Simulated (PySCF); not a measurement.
# C₃H₁₀OSSi: electronic excitations

Wanted: the electronic excitations of C₃H₁₀OSSi (`CC[Si@@](C)(O)S`), by calculation.

The runs use PySCF 2.14.0, with density-fitted response routines of our own; the level of theory stands in each step. All values are computed, except where a source is named. Atoms count from 0, in the outputs and in this text.

**1. The starting structure**

16 atoms, charge 0, multiplicity 1; geometry from: GFN2-xTB.

Bonds of the start (Å): C0–C1 1.52, C1–Si2 1.90, Si2–C3 1.89, Si2–O4 1.63, Si2–S5 2.18, C0–H6 1.09, C0–H7 1.09, C0–H8 1.09, C1–H9 1.09, C1–H10 1.09, C3–H11 1.08, C3–H12 1.09, C3–H13 1.09, O4–H14 0.95, S5–H15 1.32.

**2. Ultraviolet spectrum: CAM-B3LYP/def2-SVPD**

What the job is given:

```
{"job": {"kind": "uv", "xc": "CAM-B3LYP", "basis": "def2-SVPD", "nstates": 8, "ntriplets": 3}, "charge": 0, "multiplicity": 1}
C     -1.251445    -1.720886     0.098658
C     -0.370147    -0.870495     1.007259
Si     0.239832     0.712629     0.151468
C      1.271337     0.414255    -1.408699
O     -0.970265     1.683597    -0.350850
S      1.398118     1.758107     1.672150
H     -1.607857    -2.604783     0.623925
H     -2.113959    -1.152163    -0.241173
H     -0.695497    -2.046231    -0.776922
H     -0.929890    -0.612475     1.908851
H      0.479593    -1.466093     1.341206
H      0.677682    -0.085849    -2.166162
H      1.624427     1.349390    -1.832449
H      2.137300    -0.204771    -1.196818
H     -1.604011     2.064569     0.253311
H      1.707183     2.790145     0.904836
```

Method: TDDFT CAM-B3LYP/def2-SVPD, vertical, gas phase, core orbitals frozen in the response.

Run with:

```
$ OMP_NUM_THREADS=1 python probes_run.py task.json out
```

This one command runs all jobs of the session in turn.

Predict these results of the whole session: lowest singlet (CAM-B3LYP/def2-SVPD); brightest single state of those computed; lowest triplet.

**Answer**, as computed:

```
                                quantity                        value
    lowest singlet (CAM-B3LYP/def2-SVPD)  6.22 eV (199 nm), f = 0.030
brightest single state of those computed  state 2, 6.75 eV, f = 0.058
                          lowest triplet                      5.81 eV
```

What this shows: The first singlet state (HOMO→LUMO 0.41, HOMO→LUMO+1 0.28) lies at 6.22 eV and is weak; of the 8 states computed, the strongest absorption comes from state 2 at 6.75 eV. The lowest triplet lies 0.41 eV below the lowest singlet (triplets in Tamm-Dancoff, singlets in full TDDFT).
